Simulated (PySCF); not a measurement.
Molecule: OScF2H, in a box.

```
O Sc F H
1.0
    12.00000    0.00000    0.00000
     0.00000   14.00000    0.00000
     0.00000    0.00000   11.00000
O Sc F H
1 1 2 1
Direct
  0.43201 0.58354 0.44746
  0.47813 0.46068 0.48433
  0.59380 0.44002 0.59195
  0.40940 0.35625 0.41423
  0.40836 0.64675 0.42856
```

Base run:

```yaml
Program: PySCF 2.14.0
Functional: RPBE
Dispersion: D4
Potentials_or_basis: def2-svp (all-electron)
k_mesh: 1 × 1 × 1
Occupations: fixed
Spin: no spin polarisation
```

Its results: gap between the frontier levels 4.27 eV.

Task: After a change of settings the same cell gave: gap between the frontier levels 4.74 eV. Which change was it?
A. functional from RPBE to MN15-L; dispersion from D4 to D3
B. functional from RPBE to M06-2X; dispersion from D4 to D3
C. functional from RPBE to revTPSS
D. functional from RPBE to PBE; dispersion from D4 to none

Result: C.

revTPSS gives the wider gap, since meta-GGAs in the generalised Kohn-Sham scheme recover part of the derivative discontinuity.

Caveats: this is a molecule in a periodic box at the Γ point, so its band gap is the HOMO-LUMO gap; the basis of atomic orbitals isn't converged, which shifts pressures, moduli and gaps.
